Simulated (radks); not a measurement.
# Ionisation of Bi: one atom, several choices of relativity

One table from this session's results is given with a row withheld; the runs are named, their logs left out.

Method: Kohn-Sham, PBE, spin-unpolarised, spherical densities. Code: radks (a radial shooting solver on a logarithmic mesh, Libxc functionals) version 1.

### Starting point

```
element       : bismuth (Z = 83)
charge        : 0
electrons     : 83
configuration : [Hg] 6p3
ion           : Bi⁺, [Hg] 6p2
choices       : non-relativistic; scalar-relativistic; Dirac, 2j+1 shares; Dirac, low j first; scalar-relativistic, finite nucleus; Dirac, 2j+1 shares, finite nucleus; Dirac, c × 0.85; Dirac, c × 3; Dirac, c × 1.5
```

The first run:

The run's settings:

```text
Z 83
configuration [Hg] 6p3 7s0 5f0
relativity non-relativistic
functional pbe,pbe
spin unpolarised
nucleus point
```

Steps of the session up to this table: non-relativistic: Bi.

One of the session's tables, all rows but one given; the rest of the session is left out.

It belongs to the step «non-relativistic: Bi». From the orbitals of this run (lengths in bohr):

```
level     <r>  outermost maximum (interpolated)  90 % within  nodes
   4p  0.4220                             0.394        0.609      2
   4d  0.4252                             0.385        0.631      1
   4f       ?                                 ?            ?      ?
   5s  0.9253                             0.856         1.31      4
   5p  0.9889                             0.898         1.42      3
   5d   1.212                              1.03         1.81      2
   6s   2.462                              2.12         3.60      5
   6p   3.112                              2.54         4.69      4
```

Q: Estimate the row for 4f from the others.

As computed: <r>: 0.4318; outermost maximum (interpolated): 0.338; 90 % within: 0.680; nodes: 0. In the column «<r>» it lies between 4d (0.4252) and 5s (0.9253).

Limits of these values: Spin polarisation and multiplet splitting of open shells are left out at every level.
